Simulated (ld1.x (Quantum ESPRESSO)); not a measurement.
# A TM potential for Ge, from input to tests

Task: generate the file, and judge it by its errors in other configurations, its logarithmic derivatives, its ghosts and its cutoff.

The numbers are computed with ld1.x (Quantum ESPRESSO) 7.5 (PBEsol, scalar-relativistic, spin-unpolarised reference atom).

## Step 1: The design

Typed settings, in words:

```json
{
 "element": "germanium (Ge, Z = 32)",
 "type": "norm-conserving Troullier–Martins (Kleinman–Bylander form)",
 "frozen core": "[Ar]",
 "valence charge": "14",
 "reference configuration": "3d10 4s2 4p2",
 "partial waves": "4s (bound): rc 1.35 bohr; 4p (bound): rc 1.80 bohr; 3d (bound): rc 1.30 bohr",
 "local potential": "all-electron potential smoothed inside 1.35 bohr (lloc = -1)",
 "core correction": "Bessel-smoothed model core, default radius (core density twice the valence density)"
}
```

The outer shells as boxes (Hund's rule for the drawing; the calculation is spin-unpolarised):

```
[Ar] core
3d [↑↓][↑↓][↑↓][↑↓][↑↓]
4s [↑↓]
4p [↑ ][↑ ][  ]
```

## Step 2: Generation

Input file Ge.in:

```
 &input
   title='Ge', zed=32., rel=1, dft='PBESOL', iswitch=3,
   config='[Ar] 3d10 4s2 4p2',
   nld=3, rlderiv=1.95, eminld=-4.0, emaxld=5.0, deld=0.02
 /
 &inputp
   pseudotype=2, tm=.true., lloc=-1, rcloc=1.35,
   nlcc=.true., new_core_ps=.true.,
   file_pseudopw='Ge.UPF', file_wfcaegen='ae.wfc', file_wfcncgen='nc.wfc', file_beta='beta', file_chi='chi'
 /
3
4S  1  0   2.00   0.00  1.35  1.35  0.0
4P  2  1   2.00   0.00  1.80  1.80  0.0
3D  3  2  10.00   0.00  1.30  1.30  0.0
 &test
   configts(1)='3d10 4s2 4p2'
 /
```

On the command line:

```sh
$ ld1.x < Ge.in > Ge.out
```

Output in Ge.out (without the banner and most projector matrices):

```text
     Program LD1 v.7.5
     --------------------------- All-electron run ----------------------------

     Ge
     scalar relativistic calculation

     atomic number is 32.00
     dft =PBESOL   lsd =0 sic =0 latt =0  beta=0.20 tr2=1.0E-14
     Exchange-correlation= PBESOL
                           (   1   4  10   8   0   0   0)
     mesh =1207 r(mesh) = 100.41023 a.u. xmin = -7.00 dx = 0.01250
     1 Ry =  13.60569312 eV, c = 137.03599908

     n l     nl                  e(Ry)          e(Ha)          e(eV)
     1 0     1S 1( 2.00)      -804.9585      -402.4792    -10952.0180
     2 0     2S 1( 2.00)      -100.7399       -50.3699     -1370.6359
     2 1     2P 1( 6.00)       -88.0571       -44.0285     -1198.0777
     3 0     3S 1( 2.00)       -12.3563        -6.1782      -168.1161
     3 1     3P 1( 6.00)        -8.4836        -4.2418      -115.4256
     3 2     3D 1(10.00)        -2.1544        -1.0772       -29.3123
     4 0     4S 1( 2.00)        -0.8631        -0.4316       -11.7433
     4 1     4P 1( 2.00)        -0.2864        -0.1432        -3.8968

     final scf error:  9.8E-15 reached in  36 iterations

     Etot =   -4194.589934 Ry,   -2097.294967 Ha,  -57070.303424 eV

     Ekin =    4270.140783 Ry,    2135.070392 Ha,   58098.225088 eV
     Encl =  -10112.824798 Ry,   -5056.412399 Ha, -137591.990814 eV
     Eh   =    1803.960466 Ry,     901.980233 Ha,   24544.132508 eV
     Exc  =    -155.866385 Ry,     -77.933193 Ha,   -2120.670205 eV

     normalization and overlap integrals

     s(1S/1S) =  1.000000  <r> =   0.0470  <r2> =    0.0030  r(max) =   0.0309
     s(2S/2S) =  1.000000  <r> =   0.2102  <r2> =    0.0521  r(max) =   0.1754
     s(2P/2P) =  1.000000  <r> =   0.1838  <r2> =    0.0414  r(max) =   0.1418
     s(3S/3S) =  1.000000  <r> =   0.6247  <r2> =    0.4503  r(max) =   0.5402
     s(3P/3P) =  1.000000  <r> =   0.6474  <r2> =    0.4936  r(max) =   0.5402
     s(3D/3D) =  1.000000  <r> =   0.7368  <r2> =    0.6976  r(max) =   0.5012
     s(4S/4S) =  1.000000  <r> =   2.1153  <r2> =    5.1783  r(max) =   1.7494
     s(4P/4P) =  1.000000  <r> =   2.8834  <r2> =    9.9356  r(max) =   2.2184

     ------------------------ End of All-electron run ------------------------

     --------------------- Generating NC pseudopotential ---------------------

      Generating local potential from pseudized AE potential:
      Matching radius rcloc =   1.3500

      Local pseudo, rcloc= 1.362 Estimated cut-off energy=    13.25 Ry

      Computing core charge for nlcc:

       r > 0.29 : true rho core
      Core charge pseudized with two Bessel functions
      Integrated core pseudo-charge :  14.89

      Wfc   4S  rcut= 1.362  Using Troullier-Martins method

      Wfc   4P  rcut= 1.794  Using Troullier-Martins method

      Wfc   3D  rcut= 1.296  Using Troullier-Martins method

     ------------------- End of pseudopotential generation -------------------

     [... the all-electron block is printed once more ...]


     Computing logarithmic derivative in   1.94553
     Computing logarithmic derivative in   1.94553
     Computing the partial wave expansion
     R is outside the sphere for l=    0 j= 0.00
     R is outside the sphere for l=    1 j= 0.00
     R is outside the sphere for l=    2 j= 0.00

     ---------------------- Testing the pseudopotential ----------------------

     Ge
     scalar relativistic calculation

     atomic number is 32.00   valence charge is 14.00
     dft =PBESOL   lsd =0 sic =0 latt =0  beta=0.20 tr2=1.0E-14
     mesh =1207 r(mesh) = 100.41023 xmin = -7.00 dx = 0.01250

     n l     nl             e AE (Ry)        e PS (Ry)    De AE-PS (Ry)
     3 2     3D   1(10.00)       -2.15441       -2.15442        0.00001
     1 0     4S   1( 2.00)       -0.86312       -0.86312       -0.00000
     2 1     4P   1( 2.00)       -0.28641       -0.28641       -0.00000

     eps = 1.7E-16  iter =  6

     Etot =   -4194.589934 Ry,   -2097.294967 Ha,  -57070.303424 eV
     Etotps =  -245.483263 Ry,    -122.741632 Ha,   -3339.969949 eV

     Ekin =     215.505965 Ry,     107.752982 Ha,    2932.108020 eV
     Encl =    -402.366018 Ry,    -201.183009 Ha,   -5474.468560 eV
     Ehrt =     161.255527 Ry,      80.627764 Ha,    2193.993217 eV
     Ecxc =     -95.239463 Ry,     -47.619732 Ha,   -1295.798912 eV
     (Ecc =     -64.154430 Ry,     -32.077215 Ha,    -872.865493 eV)
     Epseu=    -124.639274 Ry,     -62.319637 Ha,   -1695.803713 eV

     ---------------------- End of pseudopotential test ----------------------
```

It took 1.6 s on 1 thread of Neoverse-V1, shared host. This counts the later configuration tests of the new file too.

Partial waves on a coarse radial grid (AE all-electron, PS pseudo):

```tsv
r (bohr)	4p AE	4p PS	4s AE	4s PS
0.090	0.1432	0.0022	0.1249	0.0320
0.180	0.0797	0.0087	0.1762	0.0636
0.270	-0.0810	0.0196	-0.0581	0.0942
0.360	-0.2009	0.0347	-0.2647	0.1238
0.450	-0.2471	0.0542	-0.3464	0.1523
0.540	-0.2316	0.0779	-0.3164	0.1806
0.630	-0.1758	0.1058	-0.2150	0.2104
0.720	-0.0980	0.1376	-0.0787	0.2439
0.810	-0.0110	0.1733	0.0677	0.2843
0.900	0.0770	0.2124	0.2086	0.3343
0.990	0.1611	0.2543	0.3359	0.3955
1.080	0.2387	0.2983	0.4456	0.4663
1.170	0.3085	0.3434	0.5366	0.5408
1.260	0.3701	0.3884	0.6094	0.6097
1.350	0.4236	0.4318	0.6655	0.6655
1.440	0.4692	0.4722	0.7065	0.7065
1.530	0.5077	0.5085	0.7345	0.7345
1.620	0.5394	0.5396	0.7511	0.7511
1.710	0.5651	0.5651	0.7580	0.7580
1.800	0.5852	0.5852	0.7569	0.7569
1.890	0.6004	0.6004	0.7491	0.7491
1.980	0.6111	0.6111	0.7358	0.7358
2.070	0.6179	0.6179	0.7182	0.7182
2.160	0.6212	0.6212	0.6972	0.6972
2.250	0.6215	0.6215	0.6736	0.6736
2.340	0.6191	0.6191	0.6481	0.6481
```

## Step 3: Configuration tests

Input file Ge.test.in:

```
 &input
   title='Ge', zed=32., rel=1, dft='PBESOL', iswitch=2,
   config='[Ar] 3d10 4s2 4p2'
 /
 &test
   file_pseudo='Ge.UPF', nconf=8,
   configts(1)='3d10 4s2 4p2',
   configts(2)='3d10 4s2 4p1',
   configts(3)='3d10 4s2 4p0',
   configts(4)='3d10 4s1 4p0',
   configts(5)='3d10 4s0 4p0',
   configts(6)='3d10 4s2 4p2.3',
   configts(7)='3d9 4s2 4p2',
   configts(8)='3d10 4s1 4p2'
 /
```

On the command line:

```sh
$ ld1.x < Ge.test.in > Ge.test.out
```

Ge.test.out, the pseudopotential blocks, each with the warnings that came before it:

```text
     ---------------------- Testing the pseudopotential ----------------------

     Ge
     scalar relativistic calculation

     atomic number is 32.00   valence charge is 14.00
     dft =PBESOL   lsd =0 sic =0 latt =0  beta=0.20 tr2=1.0E-14
     mesh =1207 r(mesh) = 100.41023 xmin = -7.00 dx = 0.01250

     n l     nl             e AE (Ry)        e PS (Ry)    De AE-PS (Ry)
     3 2     3D   1(10.00)       -2.15441       -2.15442        0.00001
     1 0     4S   1( 2.00)       -0.86312       -0.86312       -0.00000
     2 1     4P   1( 2.00)       -0.28641       -0.28641       -0.00000

     eps = 4.5E-16  iter =  6

     Etot =   -4194.589934 Ry,   -2097.294967 Ha,  -57070.303424 eV
     Etotps =  -245.483264 Ry,    -122.741632 Ha,   -3339.969951 eV

     Ekin =     215.505965 Ry,     107.752982 Ha,    2932.108023 eV
     Encl =    -402.366018 Ry,    -201.183009 Ha,   -5474.468564 eV
     Ehrt =     161.255527 Ry,      80.627764 Ha,    2193.993219 eV
     Ecxc =     -95.239463 Ry,     -47.619732 Ha,   -1295.798913 eV
     (Ecc =     -64.154430 Ry,     -32.077215 Ha,    -872.865493 eV)
     Epseu=    -124.639274 Ry,     -62.319637 Ha,   -1695.803716 eV

     ---------------------- End of pseudopotential test ----------------------

     ---------------------- Testing the pseudopotential ----------------------

     Ge
     [...]
     n l     nl             e AE (Ry)        e PS (Ry)    De AE-PS (Ry)
     3 2     3D   1(10.00)       -2.81776       -2.80647       -0.01129  !
     1 0     4S   1( 2.00)       -1.46208       -1.46065       -0.00143
     2 1     4P   1( 1.00)       -0.82733       -0.82658       -0.00076

     eps = 6.1E-16  iter = 17

     Etot =   -4194.042153 Ry,   -2097.021076 Ha,  -57062.850477 eV
     Etotps =  -244.935702 Ry,    -122.467851 Ha,   -3332.519992 eV
     dEtot_ae =       0.547781 Ry
     dEtot_ps =       0.547562 Ry,   Delta E=       0.000220 Ry

     [...]
     ---------------------- End of pseudopotential test ----------------------

     ---------------------- Testing the pseudopotential ----------------------

     Ge
     [...]
     n l     nl             e AE (Ry)        e PS (Ry)    De AE-PS (Ry)
     3 2     3D   1(10.00)       -3.61817       -3.58203       -0.03614  !
     1 0     4S   1( 2.00)       -2.15220       -2.14750       -0.00470
     2 1     4P   1( 0.00)       -1.45534       -1.45224       -0.00310

     eps = 3.8E-15  iter = 10

     Etot =   -4192.906700 Ry,   -2096.453350 Ha,  -57047.401848 eV
     Etotps =  -243.801827 Ry,    -121.900913 Ha,   -3317.092838 eV
     dEtot_ae =       1.683235 Ry
     dEtot_ps =       1.681437 Ry,   Delta E=       0.001798 Ry

     [...]
     ---------------------- End of pseudopotential test ----------------------

     ---------------------- Testing the pseudopotential ----------------------

     Ge
     [...]
     n l     nl             e AE (Ry)        e PS (Ry)    De AE-PS (Ry)
     3 2     3D   1(10.00)       -4.63902       -4.56755       -0.07147  !
     1 0     4S   1( 1.00)       -2.96839       -2.96212       -0.00627  !
     2 1     4P   1( 0.00)       -2.20180       -2.19393       -0.00787  !

     eps = 1.7E-15  iter = 12

     Etot =   -4190.349829 Ry,   -2095.174914 Ha,  -57012.613850 eV
     Etotps =  -241.251049 Ry,    -120.625525 Ha,   -3282.387741 eV
     dEtot_ae =       4.240105 Ry
     dEtot_ps =       4.232214 Ry,   Delta E=       0.007891 Ry

     [...]
     ---------------------- End of pseudopotential test ----------------------

     Warning: n=3, l=2 expected 0 nodes, found 1
     ---------------------- Testing the pseudopotential ----------------------

     Ge
     [...]
     n l     nl             e AE (Ry)        e PS (Ry)    De AE-PS (Ry)
     3 2     3D   1(10.00)       -5.73302       -5.71642       -0.01660  !
     1 0     4S   1( 0.00)       -3.81896       -3.89629        0.07734  !
     2 1     4P   1( 0.00)       -2.98353       -2.99562        0.01209  !

     eps = 7.5E-15  iter =  9

     Etot =   -4186.958992 Ry,   -2093.479496 Ha,  -56966.479167 eV
     Etotps =  -237.847403 Ry,    -118.923702 Ha,   -3236.078781 eV
     dEtot_ae =       7.630942 Ry
     dEtot_ps =       7.635860 Ry,   Delta E=      -0.004918 Ry

     [...]
     ---------------------- End of pseudopotential test ----------------------

     ---------------------- Testing the pseudopotential ----------------------

     Ge
     [...]
     n l     nl             e AE (Ry)        e PS (Ry)    De AE-PS (Ry)
     3 2     3D   1(10.00)       -1.99101       -1.99257        0.00156
     1 0     4S   1( 2.00)       -0.70991       -0.71008        0.00017
     2 1     4P   1( 2.30)       -0.14877       -0.14883        0.00005

     eps = 7.5E-15  iter = 14

     Etot =   -4194.654849 Ry,   -2097.327425 Ha,  -57071.186637 eV
     Etotps =  -245.548194 Ry,    -122.774097 Ha,   -3340.853372 eV
     dEtot_ae =      -0.064915 Ry
     dEtot_ps =      -0.064930 Ry,   Delta E=       0.000015 Ry

     [...]
     ---------------------- End of pseudopotential test ----------------------

     Warning: n=1, l=0 expected 0 nodes, found 1
     ---------------------- Testing the pseudopotential ----------------------

     Ge
     [...]
     n l     nl             e AE (Ry)        e PS (Ry)    De AE-PS (Ry)
     3 2     3D   1( 9.00)       -3.58068       -3.32275       -0.25793  !
     1 0     4S   1( 2.00)       -1.67270       -1.64041       -0.03229  !
     2 1     4P   1( 2.00)       -0.96977       -0.93442       -0.03536  !

     eps = 2.1E-15  iter = 18

     Etot =   -4191.746174 Ry,   -2095.873087 Ha,  -57031.612090 eV
     Etotps =  -242.725017 Ry,    -121.362509 Ha,   -3302.442098 eV
     dEtot_ae =       2.843761 Ry
     dEtot_ps =       2.758246 Ry,   Delta E=       0.085514 Ry

     [...]
     ---------------------- End of pseudopotential test ----------------------

     ---------------------- Testing the pseudopotential ----------------------

     Ge
     [...]
     n l     nl             e AE (Ry)        e PS (Ry)    De AE-PS (Ry)
     3 2     3D   1(10.00)       -2.94488       -2.93389       -0.01099  !
     1 0     4S   1( 1.00)       -1.53371       -1.53196       -0.00175
     2 1     4P   1( 2.00)       -0.88531       -0.88398       -0.00133

     eps = 8.2E-15  iter = 21

     Etot =   -4193.400542 Ry,   -2096.700271 Ha,  -57054.120921 eV
     Etotps =  -244.294675 Ry,    -122.147337 Ha,   -3323.798376 eV
     dEtot_ae =       1.189392 Ry
     dEtot_ps =       1.188589 Ry,   Delta E=       0.000803 Ry

     [...]
     ---------------------- End of pseudopotential test ----------------------
```

Energies count from the reference configuration 3d10 4s2 4p2; the error is all-electron less pseudo. A star marks tests that logged a warning.

| valence configuration | charge | ΔE all-electron (eV) | error AE − PS (meV) |
| --- | --- | --- | --- |
| 3d10 4s2 4p1 | +1 | 7.453 | +3.0 |
| 3d10 4s2 4p0 | +2 | 22.902 | +24 |
| 3d10 4s1 4p0 | +3 | 57.690 | +107 |
| 3d10 4s0 4p0 * | +4 | 103.824 | -67 |
| 3d10 4s2 4p2.3 | -0.3 | -0.883 | +0.2 |
| 3d9 4s2 4p2 * | +1 | 38.691 | +1163 |
| 3d10 4s1 4p2 | +1 | 16.183 | +11 |

## Step 4: Does it scatter like the atom?

Taken from the files of the generation run. The phase is arctan(r·u′/u) with u = r·R, unwrapped, with energies in Ry. A pole is an energy at which the radial function vanishes at the test radius. The pseudo phase is shifted by a multiple of π to meet the all-electron one at the reference energy. Levels narrower than the energy grid can be missing from the poles. The last column is the largest difference on the grid between −1 and +1 Ry.

```tsv
channel	radius (bohr)	reference (Ry)	poles AE	poles PS	window around the reference with phases within 0.05 rad (Ry)	largest difference near zero (rad)
s	1.95	-0.86	2.46	-0.20, 2.88	below -0.4	3.101
p	1.95	-0.29	4.05	3.14	below 2.6	0.021
d	1.95	-2.15	-2.03	-2.02	below 1.2	0.026
```

Phases (rad) along the scan:

```tsv
E (Ry)	s AE	s PS	d AE	d PS
-4.00	1.221	1.216	1.305	1.306
-3.52	1.178	1.171	1.280	1.280
-3.04	1.117	1.108	1.235	1.236
-2.56	1.024	1.013	1.096	1.098
-2.08	0.869	0.855	-1.482	-1.481
-1.60	0.575	0.560	-1.781	-1.779
-1.12	0.012	0.007	-1.853	-1.849
-0.64	-0.656	-0.663	-1.907	-1.902
-0.16	-1.058	-2.943	-1.966	-1.958
0.32	-1.264	-4.345	-2.043	-2.029
0.80	-1.382	-4.483	-2.154	-2.128
1.28	-1.458	-4.566	-2.333	-2.281
1.76	-1.512	-4.624	-2.650	-2.540
2.24	-1.554	-4.667	-3.182	-2.981
2.72	-1.589	-4.702	-3.757	-3.547
3.20	-1.619	-4.731	-4.125	-3.979
3.68	-1.647	-4.758	-4.330	-4.231
4.16	-1.674	-4.782	-4.453	-4.380
4.64	-1.702	-4.806	-4.534	-4.476
```

## Step 5: Cutoff and ghost test in a Bessel basis

A separate test, outside the generator: the pseudo-atom's Hamiltonian at the reference potential is diagonalised in spherical Bessel functions j_l(qr) that vanish at 20 bohr, with q² up to the cutoff.

All-electron valence levels (Ry): 4s -0.8631, 4p -0.2864, 3d -2.1544. The lowest levels of each channel (Ry) by cutoff; the last column sums, over occupied levels, occupation times the distance from the level at 400 Ry. A positive value at high cutoff is not a bound level.

```tsv
cutoff (Ry)	s #1	p #1	d #1	f #1	Σ f·Δε (mRy)
8	-0.8141	-0.2826	0.0547	0.1088	22196.3
15	-0.8515	-0.2854	0.0537	0.1088	22106.5
25	-0.8554	-0.2863	0.0522	0.1088	22081.9
40	-0.8602	-0.2864	0.0403	0.1088	21952.4
55	-0.8609	-0.2864	-0.2459	0.1088	19089.4
90	-0.8628	-0.2864	-1.6992	0.1088	4552.8
120	-0.8629	-0.2864	-2.0893	0.1088	651.7
180	-0.8631	-0.2864	-2.1537	0.1088	7.4
260	-0.8631	-0.2864	-2.1541	0.1088	3.2
300	-0.8631	-0.2864	-2.1543	0.1088	0.8
400	-0.8631	-0.2864	-2.1544	0.1088	0.0
```

The sum stays within 10 mRy from 180 Ry and within 1 mRy from 300 Ry. The sum leaves out empty levels, which can need more. Ghost test: no level below the all-electron spectrum of its channel (s, p, d, f tested).

## Step 6: Summary of results

| quantity | value |
| --- | --- |
| cutoffs for 10 and 1 mRy, occupied levels | 180 Ry and 300 Ry |
| bound ghosts | none below the valence levels; a pole at negative energy in s is suspect |
| largest test error (AE − PS) | +1163 meV, for 3d9 4s2 4p2 (one of 2 tests with a warning) |
| largest phase difference near zero energy, channels read | 3.101 rad |

**Reading.** By total energies transferability is poor: the largest error is 1163 meV on 38.7 eV, for 3d9 4s2 4p2. It counts as very hard, with 180 Ry needed at the looser tolerance. The slowest occupied level is 3d: taken alone it needs 180 Ry to come within 1 mRy, against 80 Ry for 4s. The ghost test, which looks below the valence levels, finds nothing, but the pseudo curve has an extra pole at negative energy (s at -0.20 Ry): a spurious bound state among the atom's levels is likely, and the file can't be cleared. Near zero energy the largest phase difference among the channels read is 3.10 rad, in the s channel. A step near π is an extra or missing state, not a misfit of shape. The pseudo curves have a pole with no partner nearby in the atom's: s at -0.20 Ry. These are tests on the free atom; a crystal test is still owed.
